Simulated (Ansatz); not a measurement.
# F2HSSn radical: a ladder of functionals and wavefunction methods

How much do the methods differ for F2HSSn radical? The plan is to run it at one geometry with functionals of several rungs and with coupled cluster. The yardstick is the atomisation energy at the CCSD(T) limit.

Computed with Ansatz 0.2.0, Gaussian basis. Level: functionals in def2-TZVPP, the program's frozen cores in correlated methods.

Levels to be run: LDA (SPW92), PBE-D4, revPBE-D4, BLYP-D4, r2SCAN-D4, B97M-V, PBE0-D4, B3LYP-D4, r2SCANh-D4, r2SCAN0-D4, HSE06-D4, BHLYP-D4, CAM-B3LYP-D4, LC-ωPBE, ωB97X-V, ωB97M-V, B2PLYP, PBE-QIDH; CCSD(T)/def2-SVP; CCSD(T)/def2-TZVPP; MP2/def2-QZVPP; extrapolation to the limit; RPA on PBE.

### Step 1. The geometry

All runs share one geometry, relaxed beforehand with PBE0-D4 in a triple-zeta def2 set. Sn takes the def2 core potential; no spin-orbit term is included.

SMILES `[F][Sn]([F])[SH]`, 5 atoms, charge 0, spin multiplicity 2.

Atoms are counted from 1 here; the program's logs count them from 0.

Bond lengths: F1–Sn2 1.919 Å, Sn2–F3 1.923 Å, Sn2–S4 2.423 Å, S4–H5 1.346 Å. Angles: F1–Sn2–F3 103.4°, F1–Sn2–S4 106.2°, F3–Sn2–S4 107.8°, Sn2–S4–H5 90.5°.

### Step 2. LDA

This LDA is Slater exchange with PW92 correlation.

Input file in.yaml:

```yaml
crystal:
  periodic: [false, false, false]
  atoms:
    - {symbol: F, position_ang: [-0.175516, -1.777615, 1.444551]}
    - {symbol: Sn, position_ang: [0.261817, -0.012935, 0.831912]}
    - {symbol: F, position_ang: [1.933081, -0.262634, -0.085357]}
    - {symbol: S, position_ang: [-1.412682, 0.560561, -0.823363]}
    - {symbol: H, position_ang: [-0.556901, 1.418924, -1.409143]}
basis:
  gaussian: {orbitals: def2-TZVPP}
magnetization: {spin_polarized: true, initial_magnetization: 1}
hamiltonian: {xc: lda}
output: {orbitals: {seedname: orbitals}}
```

Started as:

```bash
$ ansatz run in.yaml --threads 4 --pin off --events-out ev --progress --plain --max-ram 10444MiB
```

After this run come: PBE-D4 (GGA); revPBE-D4 (GGA); BLYP-D4 (GGA); r2SCAN-D4 (meta-GGA); B97M-V (meta-GGA); PBE0-D4 (hybrid); B3LYP-D4 (hybrid); r2SCANh-D4 (hybrid); r2SCAN0-D4 (hybrid); HSE06-D4 (hybrid); BHLYP-D4 (hybrid); CAM-B3LYP-D4 (range-separated); LC-ωPBE (range-separated); ωB97X-V (range-separated); ωB97M-V (range-separated); B2PLYP (double hybrid); PBE-QIDH (double hybrid); CCSD(T) in def2-SVP; CCSD(T) in def2-TZVPP; MP2 in def2-QZVPP; RPA on PBE orbitals.

Q: Predict the results of all the runs planned. Wanted: atomisation energy, CCSD(T)/CBS; farthest beyond LDA; mean size of error, GGA; mean size of error, meta-GGA; mean size of error, hybrid; mean size of error, range-separated; mean size of error, double hybrid; gap, smallest and largest; T1 diagnostic.

The runs gave:

| quantity | value |
| --- | --- |
| atomisation energy, CCSD(T)/CBS | 1487.0 kJ/mol |
| functionals within 14.9 kJ/mol (1.0 %) | revPBE-D4, BLYP-D4, r2SCAN-D4, ωB97X-V, ωB97M-V |
| farthest beyond LDA | BHLYP-D4 (-118.2 kJ/mol) |
| mean size of error, GGA | 24.0 kJ/mol |
| mean size of error, meta-GGA | 15.5 kJ/mol |
| mean size of error, hybrid | 49.4 kJ/mol |
| mean size of error, range-separated | 15.3 kJ/mol |
| mean size of error, double hybrid | 50.1 kJ/mol |
| gap, smallest and largest | 0.63 eV (LDA (SPW92)), 7.57 eV (LC-ωPBE) |
| T1 diagnostic | 0.0180 |
| triples share of the correlation energy | 3.3 % |

In words: LDA overbinds by 287.3 kJ/mol (19 %). PBE-D4 misses by +47.6 kJ/mol. Double hybrids carry the basis error of their MP2 part in triple zeta, and no dispersion term here, so their miss is partly the set-up's. By mean error the best rung here is range-separated (15.3 kJ/mol) and the worst beyond LDA is double hybrid (50.1 kJ/mol). hybrid functionals lie within the reference's doubt of that worst mean (49.4 kJ/mol), so those two tie. The gap between the best rungs is small, so their order is not settled. The reference freezes the cores and leaves out spin-orbit coupling and excitations past (T), and its outer-core shells are covered unevenly, so misses under about 14.9 kJ/mol can't be ranked. All levels share the lack of spin-orbit coupling, which lowers the free heavy atoms and so the true binding. Hartree-Fock recovers 63 % of the binding; the rest is correlation. CCSD(T) in def2-SVP is off by -189.6 kJ/mol, so the small basis spoils what the method gains. The gap grows from 0.6 to 7.6 eV across the functionals, mostly with the share of exact exchange. Correlated methods include outer-core shells of Sn, which these sets cover unevenly.
